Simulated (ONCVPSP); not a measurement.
# An ONCV potential for fluorine, from input to tests

Aim: build the potential from the settings below, then test how well it stands in for the atom: other configurations, scattering, ghost states and the plane-wave cutoff that it needs.

Method: ONCVPSP 4.0.1.1 (patched build), LDA (Perdew-Wang 92), scalar-relativistic.

## 1. Starting point

The settings as typed:

| Quantity | Value |
| --- | --- |
| element | fluorine (F, Z = 9) |
| type | optimised norm-conserving Vanderbilt (ONCV) |
| frozen core | [He] |
| valence charge | 7 |
| reference configuration | 2s2 2p4.5 (charge +0.5) |
| partial waves | 2s: rc 0.70 bohr, ncon 4, nbas 8, qcut 11 1/bohr, 3 projectors, debl 1.5 Ha; 2p: rc 1.60 bohr, ncon 4, nbas 8, qcut 9.1 1/bohr, 2 projectors, debl 1.6 Ha; d scattering state at 0.23 Ha: rc 1.75 bohr, ncon 4, nbas 8, qcut 5.7 1/bohr, 1 projector |
| local potential | polynomial inside 0.60 bohr (lpopt 4, dvloc0 0 Ha) |
| core correction | Teter function fitted to the true core (icmod 2), fcfact 0.2 |

## 2. Generation

The input, F.dat:

```
# ATOM AND REFERENCE CONFIGURATION
# atsym  z   nc   nv     iexc    psfile
  F 9.00    1    2  -001012      upf
#
#   n    l    f
    1    0    2.00
    2    0    2.00
    2    1    4.50
#
# PSEUDOPOTENTIAL AND OPTIMIZATION
# lmax
    2
#
#   l,   rc,      ep,       ncon, nbas, qcut
    0    0.70    0.00    4    8   11.00
    1    1.60    0.00    4    8    9.10
    2    1.75    0.23    4    8    5.70
#
# LOCAL POTENTIAL
# lloc, lpopt,  rc(5),   dvloc0
    4    4    0.60    0.00
#
# VANDERBILT-KLEINMAN-BYLANDER PROJECTORs
# l, nproj, debl
    0    3    1.50
    1    2    1.60
    2    1    3.60
#
# MODEL CORE CHARGE
# icmod, fcfact, rcfact
    2    0.20    0.95
#
# LOG DERIVATIVE ANALYSIS
# epsh1, epsh2, depsh
   -3.00    5.00    0.02
#
# OUTPUT GRID
# rlmax, drl
    6.00    0.01
#
# TEST CONFIGURATIONS
# ncnf
    4
# nvcnf
#   n    l    f
    2
    2    0    2.00
    2    1    5.00
#
    2
    2    0    2.00
    2    1    4.00
#
    2
    2    0    2.00
    2    1    3.00
#
    2
    2    0    2.00
    2    1    1.00
#
```

The run is started by

```console
oncvpsp.x < F.dat > F.out
```

The output, F.out (without the consistency checks and plot data):

```text
ONCVPSP  (Optimized Norm-Conservinng Vanderbilt PSeudopotential)
scalar-relativistic version 4.0.1.1, modified

#   n    l    f        energy (Ha)
    1    0    2.00    -2.4570461E+01
    2    0    2.00    -1.3938241E+00
    2    1    4.50    -7.1295680E-01

Reference configufation results
  iterations    24
  all-electron total energy (Ha)   -9.89084297D+01

Begin loop to  construct optimized pseudo wave functions
and semi-local pseudopoentials for all angular momenta

   Wellstate for l =  0  n =  3
     eigenvalue =   0.1062
     asymptotic potential =   0.6062
     half-point radius =  4.1486

   Wellstate for l =  0  n =  4
     eigenvalue =   1.6062
     asymptotic potential =   2.1062
     half-point radius =  3.2687

Calculating optimized projector #   1

 for l=   0

    Fraction of norm inside rc  0.276330
    Optimizing pswf for qcut=  11.00 a_B^-1,  ecut=  60.55 Ha
    Residual kinetic energy error=  4.20D-04 Ha

    Energy error per electron        Cutoff
         Ha          eV             Ha
         0.01000     0.27211       39.21
         0.00100     0.02721       54.71
         0.00010     0.00272      117.44
         0.00001     0.00027      328.76

Calculating optimized projector #   2

 for l=   0

    Fraction of norm inside rc  0.035187
    Optimizing pswf for qcut=  11.00 a_B^-1,  ecut=  60.55 Ha
    Residual kinetic energy error=  7.52D-05 Ha

    Energy error per electron        Cutoff
         Ha          eV             Ha
         0.01000     0.27211       23.56
         0.00100     0.02721       42.98
         0.00010     0.00272       58.25
         0.00001     0.00027      287.19

Calculating optimized projector #   3

 for l=   0

    Fraction of norm inside rc  0.036212
    Optimizing pswf for qcut=  11.00 a_B^-1,  ecut=  60.55 Ha
    Residual kinetic energy error=  1.03D-04 Ha

    Energy error per electron        Cutoff
         Ha          eV             Ha
         0.01000     0.27211       26.93
         0.00100     0.02721       45.15
         0.00010     0.00272       60.72
         0.00001     0.00027      440.05

   Wellstate for l =  1  n =  4
     eigenvalue =   0.8870
     asymptotic potential =   1.3870
     half-point radius =  4.8713

Calculating optimized projector #   1

 for l=   1

    Fraction of norm inside rc  0.853617
    Optimizing pswf for qcut=   9.09 a_B^-1,  ecut=  41.29 Ha
    Residual kinetic energy error=  7.13D-07 Ha

    Energy error per electron        Cutoff
         Ha          eV             Ha
         0.01000     0.27211       23.18
         0.00100     0.02721       29.03
         0.00010     0.00272       33.62
         0.00001     0.00027       37.46

Calculating optimized projector #   2

 for l=   1

    Fraction of norm inside rc  0.075783
    Optimizing pswf for qcut=   9.09 a_B^-1,  ecut=  41.29 Ha
    Residual kinetic energy error=  1.85D-06 Ha

    Energy error per electron        Cutoff
         Ha          eV             Ha
         0.01000     0.27211       20.83
         0.00100     0.02721       28.16
         0.00010     0.00272       33.73
         0.00001     0.00027       38.28

   Wellstate for l =  2  n =  3
     eigenvalue =   0.2300
     asymptotic potential =   0.7300
     half-point radius =  6.2987

Calculating optimized projector #   1

 for l=   2

    Fraction of norm inside rc  0.028756
    Optimizing pswf for qcut=   5.69 a_B^-1,  ecut=  16.18 Ha
    Residual kinetic energy error=  5.94D-06 Ha

    Energy error per electron        Cutoff
         Ha          eV             Ha
         0.01000     0.27211        1.92
         0.00100     0.02721        5.91
         0.00010     0.00272       10.88
         0.00001     0.00027       15.17

Construct Vanderbilt / Kleinmman-Bylander projectors

B matrix Hermiticity error, ll=   0
   1   2    7.2744E-05
   1   3   -1.6265E-04
   2   3    3.1822E-05

  Orthonormal projector coefficients -4.2135E+02  1.7571E+01  4.5984E+00

B matrix Hermiticity error, ll=   1
   1   2   -6.4772E-05

  Orthonormal projector coefficients -2.2980E+00 -1.8740E+00

Model core correction analysis
  based on d2Exc/dn_idn_j

d2excae - all-electron derivatives

   -5.555010D-02   -4.999557D-02
   -4.999660D-02   -4.983319D-02

d2excps - pseudofunction derivatives with no core correction

   -5.628083D-02   -5.352382D-02
   -5.352436D-02   -5.142378D-02

rms 2nd derivative error    2.643749E-03

amplitude prefactor, scale prefactor
    5.3192    1.3334

d2excps - pseudofunction derivatives with core correction

   -5.449673D-02   -5.202431D-02
   -5.202476D-02   -5.011748D-02

rms 2nd derivative error    1.534571E-03

Pseudoatom total energy  -23.347276

Diagnostic tests using Vanderbilt-Kleinman-Bylander pseudopotentials
  1 or more projectors used as specified by nproj input data

   l    rcore       rmatch      e in        delta e   norm test  slope test

   0   0.7004018   0.7216675  -1.3938241  -0.0000268   1.0000625   0.9999053
   0   0.7004018   0.7216675   0.1061759   0.0000431   1.0002556   1.0002556
   0   0.7004018   0.7216675   1.6061759   0.0000632   1.0003104   1.0003104

   1   1.6086685   1.6575111  -0.7129568  -0.0000019   1.0000497   1.0000571
   1   1.6086685   1.6575111   0.8870432   0.0000101   1.0000967   1.0000967

   2   1.7596904   1.8131184   0.2300000   0.0000061   1.0000011   1.0000011

 Testing for bound ghosts
   n   l    E NL Schr. Eq   E Basis Diag.   E Cutoff

       0                      -18.838209    706.77  WARNING - GHOST(-)
   1   0       -1.393851       -1.285883    706.77

   2   1       -0.712959       -0.712584    117.01

   3   2       -0.014232        0.302730     82.29

 Testing for highly-localized positive-energy ghosts
       l    <radius>/rc     E Basis Diag.   E Cutoff

       0        0.275660       98.826263    706.77  WARNING - GHOST(+)

       2        0.821312        4.374223     82.29  WARNING - GHOST(+)

Test configuration 0

   n   l     f        eae           eps        diff
   1   0  2.0000  -24.57046056
   2   0  2.0000   -1.39382408   -1.39385089   -2.68D-05
   2   1  4.5000   -0.71295680   -0.71295868   -1.88D-06

    Total energies and differences
      AE_ref= -9.89084297D+01  AE_tst= -9.89084297D+01  dif=  0.00D+00
      PS_ref= -2.33472762D+01  PS_tst= -2.33472762D+01  dif=  8.88D-14
      PSP excitation error= -8.88D-14

Test configuration 1

   n   l     f        eae           eps        diff
   1   0  2.0000  -24.21580463
   2   0  2.0000   -1.08958287   -1.08878435    7.99D-04
   2   1  5.0000   -0.41509348   -0.41637810   -1.28D-03

    Total energies and differences
      AE_ref= -9.89084297D+01  AE_tst= -9.91888721D+01  dif= -2.80D-01
      PS_ref= -2.33472762D+01  PS_tst= -2.36281398D+01  dif= -2.81D-01
      PSP excitation error=  4.21D-04

Test configuration 2

   n   l     f        eae           eps        diff
   1   0  2.0000  -24.97733168
   2   0  2.0000   -1.73003278   -1.72991097    1.22D-04
   2   1  4.0000   -1.04586209   -1.04223790    3.62D-03

    Total energies and differences
      AE_ref= -9.89084297D+01  AE_tst= -9.84701333D+01  dif=  4.38D-01
      PS_ref= -2.33472762D+01  PS_tst= -2.29097432D+01  dif=  4.38D-01
      PSP excitation error=  7.63D-04

Test configuration 3

   n   l     f        eae           eps        diff
   1   0  2.0000  -25.93603064
   2   0  2.0000   -2.48476370   -2.47913806    5.63D-03
   2   1  3.0000   -1.80514109   -1.78362280    2.15D-02

    Total energies and differences
      AE_ref= -9.89084297D+01  AE_tst= -9.70546157D+01  dif=  1.85D+00
      PS_ref= -2.33472762D+01  PS_tst= -2.15053469D+01  dif=  1.84D+00
      PSP excitation error=  1.19D-02

Test configuration 4

   n   l     f        eae           eps        diff
   1   0  2.0000  -28.39003923
   2   0  2.0000   -4.27025863   -4.21721000    5.30D-02
   2   1  1.0000   -3.65082354   -3.52713647    1.24D-01

    Total energies and differences
      AE_ref= -9.89084297D+01  AE_tst= -9.16665516D+01  dif=  7.24D+00
      PS_ref= -2.33472762D+01  PS_tst= -1.62447824D+01  dif=  7.10D+00
      PSP excitation error=  1.39D-01
```

It took 4.8 s on 1 thread of Neoverse-N1, shared host.

All-electron and pseudo partial waves u(r) = r·R(r), from the program's wave files:

| r (bohr) | 2p AE | 2p PS |
| --- | --- | --- |
| 0.088 | 0.1182 | 0.0401 |
| 0.175 | 0.3295 | 0.1511 |
| 0.262 | 0.5336 | 0.3137 |
| 0.350 | 0.6986 | 0.5028 |
| 0.438 | 0.8152 | 0.6870 |
| 0.525 | 0.8872 | 0.8393 |
| 0.612 | 0.9238 | 0.9464 |
| 0.700 | 0.9330 | 1.0027 |
| 0.788 | 0.9217 | 1.0112 |
| 0.875 | 0.8963 | 0.9830 |
| 0.962 | 0.8614 | 0.9315 |
| 1.050 | 0.8199 | 0.8683 |
| 1.138 | 0.7749 | 0.8032 |
| 1.225 | 0.7287 | 0.7426 |
| 1.312 | 0.6823 | 0.6876 |
| 1.400 | 0.6360 | 0.6373 |
| 1.487 | 0.5915 | 0.5916 |
| 1.575 | 0.5482 | 0.5482 |
| 1.662 | 0.5074 | 0.5074 |
| 1.750 | 0.4683 | 0.4683 |
| 1.838 | 0.4316 | 0.4315 |
| 1.925 | 0.3974 | 0.3974 |
| 2.012 | 0.3656 | 0.3655 |
| 2.100 | 0.3355 | 0.3355 |
| 2.188 | 0.3076 | 0.3076 |
| 2.275 | 0.2820 | 0.2820 |

Densities times 4π (e/bohr³); a dash where the program caps the true core:

| r (bohr) | pseudo valence | true core | model core |
| --- | --- | --- | --- |
| 0.088 | 2.914 | – | 66.1 |
| 0.262 | 9.943 | 56.33 | 25.82 |
| 0.438 | 16.27 | 3.078 | 3.076 |
| 0.612 | 15.81 | 0.1862 | 0.03963 |
| 0.788 | 10.84 | 0.01149 | 0.001422 |
| 0.962 | 6.234 | 0.000756 | 3.805e-05 |
| 1.138 | 3.343 | 5.004e-05 | 9.314e-07 |
| 1.312 | 1.824 | 3.535e-06 | 3.155e-06 |
| 1.487 | 1.021 | 2.575e-07 | 0 |
| 1.662 | 0.5804 | 0 | 0 |
| 1.838 | 0.3313 | 0 | 0 |
| 2.012 | 0.192 | 0 | 0 |
| 2.188 | 0.1114 | 0 | 0 |

## 3. Transferability, from the output's test configurations

The tests as a table, with energies relative to 2s2 2p4.5.

```csv
valence configuration,charge,ΔE all-electron (eV),error AE − PS (meV)
2s2 2p5,0,-7.631,+11
2s2 2p4,+1,11.927,+21
2s2 2p3,+2,50.445,+324
2s2 2p1,+4,197.051,+3782
```

## 4. Logarithmic derivatives

Taken from the files of the generation run. The phase is arctan(r·R′/R) of the radial function R, unwrapped, with energies in Ha. A pole is an energy at which the radial function vanishes at the test radius. The pseudo phase is shifted by a multiple of π to meet the all-electron one at the reference energy. Levels narrower than the energy grid can be missing from the poles. The last column is the largest difference on the grid between −0.5 and +0.5 Ha.

```tsv
channel	radius (bohr)	reference (Ha)	poles AE	poles PS	window around the reference with phases within 0.05 rad (Ha)	largest difference near zero (rad)
s	0.71	-1.39	none	none	the whole range	0.000
p	1.63	-0.71	-0.28	-0.28	the whole range	0.000
d	1.78	0.23	3.16	3.14, 4.76	below 3.7	0.000
```

Phases (rad) along the scan:

| E (Ha) | p AE | p PS | s AE | s PS |
| --- | --- | --- | --- | --- |
| -2.98 | 1.190 | 1.190 | -0.258 | -0.258 |
| -2.54 | 1.128 | 1.128 | -0.388 | -0.388 |
| -2.10 | 1.024 | 1.024 | -0.511 | -0.511 |
| -1.66 | 0.806 | 0.806 | -0.624 | -0.624 |
| -1.22 | 0.132 | 0.132 | -0.726 | -0.726 |
| -0.78 | -1.075 | -1.075 | -0.817 | -0.817 |
| -0.34 | -1.536 | -1.536 | -0.897 | -0.897 |
| 0.10 | -1.750 | -1.750 | -0.968 | -0.968 |
| 0.54 | -1.936 | -1.936 | -1.030 | -1.030 |
| 0.98 | -2.194 | -2.194 | -1.085 | -1.085 |
| 1.42 | -2.689 | -2.689 | -1.133 | -1.133 |
| 1.86 | -3.484 | -3.484 | -1.176 | -1.176 |
| 2.30 | -4.035 | -4.036 | -1.215 | -1.215 |
| 2.74 | -4.296 | -4.296 | -1.249 | -1.249 |
| 3.18 | -4.435 | -4.436 | -1.280 | -1.280 |
| 3.62 | -4.522 | -4.522 | -1.309 | -1.309 |
| 4.06 | -4.582 | -4.583 | -1.334 | -1.334 |
| 4.50 | -4.629 | -4.629 | -1.358 | -1.358 |
| 4.94 | -4.667 | -4.667 | -1.380 | -1.380 |

## 5. Convergence and ghost test

From the same output: the cutoffs (Ha) at which the residual kinetic energy of the hardest occupied pseudo-wave falls to 1 and 0.1 mHa per electron are 55 Ha and 117 Ha.

The program's own ghost test: GHOST(-) flagged for s at -512.6 eV; GHOST(+) flagged for s at 2689.2 eV, d at 119.0 eV.

Cutoff (Ha) at which the first wave of each channel reaches a given error (Ha per electron):

| error | s | p | d |
| --- | --- | --- | --- |
| 1.0e-02 | 39.2 | 23.2 | 1.9 |
| 3.2e-03 | 47.2 | 26.3 | 3.6 |
| 1.0e-03 | 54.7 | 29.0 | 5.9 |
| 3.2e-04 | 63.4 | 31.6 | 8.5 |
| 1.0e-04 | 117.4 | 33.6 | 10.9 |
| 3.2e-05 | 280.5 | 35.7 | 13.1 |
| 1.0e-05 | 328.8 | 37.5 | 15.2 |

## 6. Results

| quantity | value |
| --- | --- |
| cutoffs for 1 and 0.1 mHa per electron, occupied waves | 55 Ha and 117 Ha |
| bound ghosts | s at -512.61 eV |
| GHOST(+) flags | s at 2689 eV, d at 119 eV |
| largest test error (AE − PS) | +3782 meV, for 2s2 2p1 |
| largest phase difference near zero energy, channels read | 0.000 rad |
| rms error of d²Exc/dn², without and with the model core | 2.64 and 1.53 mHa |

In words: A bound ghost (s) makes it unfit for use: electrons can fall into a state that the atom doesn't have. The worst unpolarised test, 2s2 2p1, is off by 3782 meV on 197.1 eV; by total energies transferability rates as poor. That test lies far up in energy; among those under 40 eV, nearer to bonding, the largest error is 21 meV. By its cutoff, 55 Ha for the looser tolerance, it is hard. At the looser tolerance the 2s wave is the slowest; 2p needs 29 Ha. Near zero energy the phases of the channels with partial waves agree within 0.001 rad. The program also flags highly localised states, GHOST(+) (s, d). These are tests on the free atom; a crystal test is still owed.
